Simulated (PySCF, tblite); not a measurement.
# C5HF4OS radical: geometry, infrared bands and EPR parameters

What infrared bands and EPR parameters should C5HF4OS radical (`Fc1oc[c]c1SC(F)(F)F`) show?

The runs use tblite 0.8.0 and PySCF 2.14.0, with density-fitted response routines of our own; the level of theory stands in each step. All values are computed, except where a source is named. Atoms count from 0, in the outputs and in this text.

## 1. The molecule as given

12 atoms, charge 0, multiplicity 2; geometry from: force field or distance geometry start.

Bonds of the start (Å): F0–C1 1.37, C1–O2 1.29, O2–C3 1.34, C3–C4 1.39, C4–C5 1.38, C5–S6 1.79, S6–C7 1.83, C7–F8 1.39, C7–F9 1.36, C7–F10 1.40, C5–C1 1.38, C3–H11 1.08.

## 2. Optimising the geometry with GFN2-xTB

What the job is given:

```
{"job": {"kind": "relax", "xc": "GFN2-xTB", "basis": "xTB"}, "charge": 0, "multiplicity": 2}
F     -1.017000    -1.748100     1.315100
C     -1.328500    -0.704100     0.483700
O     -2.399600     0.020700     0.483100
C     -2.353500     0.957500    -0.472500
C     -1.118800     0.776400    -1.090100
C     -0.457700    -0.278500    -0.497000
S      1.157500    -0.952100    -0.879200
C      2.455500    -0.114900     0.107200
F      2.594700     1.221000    -0.252400
F      3.643800    -0.775700     0.069200
F      1.942000    -0.094200     1.405200
H     -3.117100     1.691500    -0.698300
```

Launch:

```
OMP_NUM_THREADS=1 python probes_run.py task.json out
```

The driver reads the jobs from task.json and runs them one after another.

Standard output:

```text
step      E/eV     max force
  0   -1014.73003    2.945
  1   -1015.15117    1.359
  2   -1015.27589    0.848
  3   -1015.35084    0.777
  4   -1015.39761    0.453
  5   -1015.41268    0.356
  6   -1015.42607    0.334
  7   -1015.43735    0.296
  8   -1015.44279    0.171
  9   -1015.44470    0.103
 10   -1015.44587    0.126
 11   -1015.44725    0.117
 12   -1015.44879    0.130
 13   -1015.45049    0.112
 14   -1015.45256    0.123
 15   -1015.45506    0.140
 16   -1015.45754    0.139
 17   -1015.45945    0.144
 18   -1015.46068    0.097
 19   -1015.46165    0.101
 20   -1015.46282    0.108
 21   -1015.46451    0.182
 22   -1015.46695    0.223
 23   -1015.46972    0.187
 24   -1015.47211    0.153
 25   -1015.47411    0.143
 26   -1015.47571    0.126
 27   -1015.47709    0.132
 28   -1015.47825    0.099
 29   -1015.47903    0.066
 30   -1015.47951    0.056
 31   -1015.47981    0.054
 32   -1015.47997    0.023
 33   -1015.48003    0.018
 34   -1015.48008    0.020
 35   -1015.48012    0.023
 36   -1015.48017    0.016
 37   -1015.48020    0.012
 38   -1015.48022    0.012
 39   -1015.48024    0.015
 40   -1015.48027    0.013
 41   -1015.48030    0.016
 42   -1015.48035    0.019
 43   -1015.48042    0.029
 44   -1015.48057    0.050
 45   -1015.48086    0.072
 46   -1015.48135    0.085
 47   -1015.48198    0.090
 48   -1015.48274    0.076
 49   -1015.48320    0.050
 50   -1015.48347    0.052
 51   -1015.48371    0.037
 52   -1015.48376    0.046
 53   -1015.48389    0.030
 54   -1015.48397    0.026
 55   -1015.48418    0.035
 56   -1015.48433    0.030
 57   -1015.48441    0.019
 58   -1015.48444    0.017
 59   -1015.48447    0.013
 60   -1015.48450    0.015
 61   -1015.48453    0.015
 62   -1015.48455    0.014
 63   -1015.48456    0.011
 64   -1015.48458    0.011
 65   -1015.48460    0.012
 66   -1015.48462    0.013
 67   -1015.48463    0.012
 68   -1015.48465    0.013
 69   -1015.48469    0.021
 70   -1015.48475    0.026
 71   -1015.48482    0.027
 72   -1015.48488    0.025
 73   -1015.48494    0.024
 74   -1015.48503    0.031
 75   -1015.48523    0.047
 76   -1015.48565    0.071
 77   -1015.48615    0.084
 78   -1015.48671    0.067
 79   -1015.48729    0.056
 80   -1015.48738    0.124
 81   -1015.48691    0.126
 82   -1015.48813    0.042
 83   -1015.48833    0.042
 84   -1015.48851    0.041
 85   -1015.48866    0.024
 86   -1015.48873    0.035
 87   -1015.48882    0.029
 88   -1015.48894    0.026
 89   -1015.48898    0.019
 90   -1015.48899    0.018
 91   -1015.48900    0.007
```

It took 1.2 s on 1 thread of AMD EPYC, shared host.

The steps of the relaxation: (not every step is listed)

| step | energy from step 0 (eV) | largest force (eV/Å) |
| --- | --- | --- |
| 0 | 0.0000 | 2.9448 |
| 1 | -0.4211 | 1.3587 |
| 2 | -0.5459 | 0.8477 |
| 3 | -0.6208 | 0.7769 |
| 4 | -0.6676 | 0.4534 |
| 5 | -0.6826 | 0.3558 |
| 6 | -0.6960 | 0.3345 |
| 7 | -0.7073 | 0.2960 |
| 8 | -0.7128 | 0.1715 |
| 15 | -0.7250 | 0.1402 |
| 22 | -0.7369 | 0.2232 |
| 29 | -0.7490 | 0.0658 |
| 36 | -0.7501 | 0.0160 |
| 43 | -0.7504 | 0.0293 |
| 50 | -0.7534 | 0.0517 |
| 57 | -0.7544 | 0.0193 |
| 64 | -0.7545 | 0.0115 |
| 71 | -0.7548 | 0.0266 |
| 78 | -0.7567 | 0.0669 |
| 85 | -0.7586 | 0.0240 |
| 86 | -0.7587 | 0.0351 |
| 87 | -0.7588 | 0.0286 |
| 88 | -0.7589 | 0.0264 |
| 89 | -0.7589 | 0.0188 |
| 90 | -0.7590 | 0.0179 |
| 91 | -0.7590 | 0.0068 |

Distances of close pairs at the start and the end, largest changes first:

| bond | before (Å) | after (Å) | change (Å) |
| --- | --- | --- | --- |
| C7–F10 | 1.396 | 1.333 | -0.063 |
| C7–F8 | 1.390 | 1.330 | -0.060 |
| F0–C1 | 1.370 | 1.318 | -0.052 |
| C3–C4 | 1.392 | 1.345 | -0.047 |
| C5–S6 | 1.791 | 1.753 | -0.039 |
| C4–C5 | 1.379 | 1.417 | +0.038 |
| C1–O2 | 1.293 | 1.329 | +0.036 |
| C7–F9 | 1.360 | 1.325 | -0.035 |

The end geometry stands in the next job.

## 3. Infrared spectrum with GFN2-xTB

What the job is given:

```
{"job": {"kind": "ir", "xc": "GFN2-xTB", "basis": "xTB"}, "charge": 0, "multiplicity": 2}
F     -1.563738    -2.036989     1.035020
C     -1.401660    -0.909389     0.371642
O     -2.414078    -0.047863     0.385755
C     -2.010344     1.029927    -0.347135
C     -0.763651     0.812944    -0.803746
C     -0.323522    -0.452509    -0.341012
S      1.183493    -1.304398    -0.615273
C      2.282713     0.011644     0.053248
F      2.225584     1.123823    -0.674302
F      3.539089    -0.409238     0.064099
F      1.943451     0.338301     1.299813
H     -2.696139     1.843061    -0.454137
```

Standard output:

```text
mode    cm-1     km/mol
  1      14.8      0.55
  2      35.1      0.08
  3      72.5      0.84
  4     171.2      0.30
  5     211.0      1.82
  6     260.5      1.30
  7     288.1      0.65
  8     309.1      3.23
  9     408.4     13.73
 10     441.2     19.19
 11     474.8     15.26
 12     482.5      2.69
 13     500.8      3.61
 14     526.1      4.86
 15     572.1     17.85
 16     663.9     17.96
 17     677.1     31.88
 18     747.8     14.14
 19     835.1     26.28
 20    1001.5    326.00
 21    1016.6     65.87
 22    1068.1    251.04
 23    1072.8     52.51
 24    1107.7    263.62
 25    1150.1     29.24
 26    1252.0     38.94
 27    1322.5     34.27
 28    1500.2     65.93
 29    1563.3    143.40
 30    3201.2      6.54
```

It took 0.83 s on 1 thread of AMD EPYC, shared host.

Which atoms move in the most intense modes:

```
cm⁻¹  km/mol                                atoms
1002   326.0           C7 46 %, F10 11 %, F8 11 %
1017    65.9  H11 32 %, C5 18 %, C7 15 %, O2 11 %
1068   251.0           C7 62 %, F8 12 %, F10 12 %
1073    52.5            O2 34 %, C3 28 %, C7 10 %
1108   263.6                     C7 71 %, F9 23 %
1252    38.9   C5 34 %, C4 28 %, C1 21 %, O2 12 %
1500    65.9            C3 42 %, C4 38 %, C1 13 %
1563   143.4            C1 51 %, C5 29 %, C4 11 %
```

## 4. EPR parameters: B3LYP/pcH-1

The job, as its differences from that of step 3:

```diff
@@ -1,2 +1,2 @@
-{"job": {"kind": "ir", "xc": "GFN2-xTB", "basis": "xTB"}, "charge": 0, "multiplicity": 2}
+{"job": {"kind": "epr", "basis": "pcH-1"}, "charge": 0, "multiplicity": 2}
 F     -1.563738    -2.036989     1.035020
```

Level: UKS B3LYP, pcH-1 on C F H O S, non-relativistic, mean-field spin-orbit, GIAO.

Standard output:

```text
UKS, coarse grid
  cycle   1  E = -1063.44347321  |g| = 9.02e-01
  cycle   2  E = -1061.96857048  |g| = 1.87e+00
  cycle   3  E = -1063.60104371  |g| = 5.04e-01
  cycle   4  E = -1063.75377959  |g| = 2.86e-01
  cycle   5  E = -1063.79088643  |g| = 1.39e-01
  cycle   6  E = -1063.79682183  |g| = 1.02e-01
  cycle   7  E = -1063.80195328  |g| = 4.73e-02
  cycle   8  E = -1063.80308332  |g| = 1.51e-02
  cycle   9  E = -1063.80322672  |g| = 5.48e-03
  cycle  10  E = -1063.80325702  |g| = 2.40e-03
  cycle  11  E = -1063.80327007  |g| = 1.16e-03
  cycle  12  E = -1063.80327331  |g| = 6.54e-04
UKS, final grid
  cycle   1  E = -1063.80314808  |g| = 9.14e-04
  cycle   2  E = -1063.80314759  |g| = 1.56e-03
  cycle   3  E = -1063.80314859  |g| = 1.62e-04
  cycle   4  E = -1063.80314864  |g| = 1.40e-04
  cycle   5  E = -1063.80314868  |g| = 8.39e-05
  cycle   6  E = -1063.80314869  |g| = 2.17e-05
E = -1063.80314869 Eh   <S^2> = 0.7580 (exact 0.7500)
g shifts (ppm)      1          2          3
  rmc          -180       -180       -180
  gc             36         14         24
  oz_so       -1236         82        827
  total       -1380        -84        671
hyperfine (MHz)  atom isotope    a_iso     a_fc   dipolar eigenvalues
    0   19F      15.07      14.96    -22.93    -11.48     34.41
    1   13C      69.22      69.22     -2.55     -0.12      2.67
    2   17O      -6.86      -6.85    -21.76      8.82     12.94
    3   13C      65.52      65.52    -18.70      0.61     18.09
    4   13C     572.79     572.93    -77.38    -58.84    136.23
    5   13C      27.10      27.12    -10.01     -4.38     14.39
    6   33S       0.74       0.70     -1.26     -0.71      1.97
    7   13C      -1.03      -1.04     -0.67     -0.46      1.13
    8   19F      31.16      31.08    -10.90    -10.22     21.12
    9   19F       3.67       3.67     -2.17     -1.50      3.66
   10   19F      -0.38      -0.38     -2.01     -1.26      3.27
   11    1H      13.44      13.45     -5.82     -4.22     10.04
```

It took 2.9 min on 1 thread of AMD EPYC, shared host; peak memory 1.1 GiB.

Principal g values 2.00094, 2.00224, 2.00299; g(iso) = 2.00205, against 2.00232 for a free electron.

Mean a(iso) over the nuclei that a row names, and the largest dipolar term of the row (other rows stand at the frozen geometry):

```
     nuclei  isotope  a(iso) (MHz)  a(iso) (G, at g = 2.0023)  largest dipolar term (MHz)
         C4      13C         572.8                      204.4                       136.2
         C1      13C          69.2                       24.7                         2.7
         C3      13C          65.5                       23.4                       -18.7
         C5      13C          27.1                        9.7                        14.4
         F0      19F          15.1                        5.4                        34.4
        H11       1H          13.4                        4.8                        10.0
F8, F9, F10      19F          11.5                        4.1                        21.1
         O2      17O          -6.9                       -2.4                       -21.8
         C7      13C          -1.0                       -0.4                         1.1
         S6      33S           0.7                        0.3                         2.0
```

Mulliken spin populations:

```
atom  value (e)
  F0       0.01
  C1       0.04
  O2       0.04
  C3      -0.09
  C4       1.03
  C5      -0.04
  S6       0.01
  C7       0.00
  F8       0.00
  F9       0.00
 F10       0.00
 H11       0.01
```

In first order the couplings over 0.8 MHz of 19F, 1H give 16 distinct lines over 22.5 G, if the averaged nuclei exchange fast.

The fields below are evaluated on a grid from the run's orbitals.

ELF in a plane through or near 8 of the atoms.

Values, 10 rows by 14 columns:
```
0.00 0.00 0.00 0.00 0.00 0.00 0.00 0.00 0.00 0.00 0.00 0.00 0.00 0.00
0.00 0.00 0.00 0.00 0.00 0.00 0.00 0.00 0.00 0.00 0.00 0.00 0.00 0.00
0.00 0.00 0.00 0.00 0.05 0.04 0.00 0.15 0.04 0.02 0.51 0.03 0.00 0.00
0.00 0.00 0.00 0.23 0.85 0.82 0.02 0.84 0.57 0.64 1.00 0.91 0.00 0.00
0.00 0.00 0.50 0.39 0.58 0.45 0.03 0.74 0.66 0.40 0.41 0.02 0.00 0.00
0.00 0.01 0.72 0.51 0.42 0.79 0.46 0.49 0.47 0.68 0.87 0.26 0.00 0.00
0.00 0.00 0.19 0.39 0.05 0.76 0.52 0.30 0.26 0.35 0.43 0.12 0.00 0.00
0.00 0.00 0.00 0.00 0.22 0.78 0.29 0.21 0.80 0.80 0.04 0.00 0.00 0.00
0.00 0.00 0.00 0.00 0.00 0.02 0.00 0.09 0.43 0.27 0.01 0.00 0.00 0.00
0.00 0.00 0.00 0.00 0.00 0.00 0.00 0.00 0.00 0.00 0.00 0.00 0.00 0.00
```
The map spans 12.3 Å across and 10.0 Å up, centred on the molecule. Atoms in the plane (x, y in Å): F0 (1.4, -2.4), C1 (1.3, -1.1), O2 (2.4, -0.4), C3 (2.1, 0.9), C7 (-2.3, 0.2), F8 (-2.1, 1.5), F9 (-3.6, -0.1), H11 (2.8, 1.7).

On the surface of density 0.002 e/bohr³ the electrostatic potential runs, from the 1st to the 99th percentile, from -0.39 V near F10 to 1.50 V near H11.

The spin density lies nearest to C4 79 %; C3 6 % (beta excess).

## 5. Results

| quantity | value |
| --- | --- |
| strongest single infrared mode (GFN2-xTB) | 1002 cm⁻¹, 326 km/mol |
| zero-point energy (GFN2-xTB) | 32.8 kcal/mol |
| g(iso) (B3LYP) | 2.00205 |
| ⟨S²⟩ | 0.758 (exact 0.75) |
| largest a(iso) (averaged by class) | 13C on C4, 572.8 MHz |
| surface potential, 1st and 99th percentile | -0.39 V and 1.50 V |

In words: Over 91 steps the energy fell by 0.759 eV; of the close pairs, C7–F10 changed most, 1.396 to 1.333 Å. No mode is imaginary among the 30: a minimum at this level. The strongest single mode, at 1002 cm⁻¹, has its largest shares on C7, F10 and F8 (the list is cut at 3 atoms). Unscaled tight-binding wavenumbers are off by several per cent, some by more. Its intensities can rank the bands wrongly. Most of the unpaired spin sits on C4 (1.03 e). The isotropic g lies 0.3 ppt below the free-electron value.
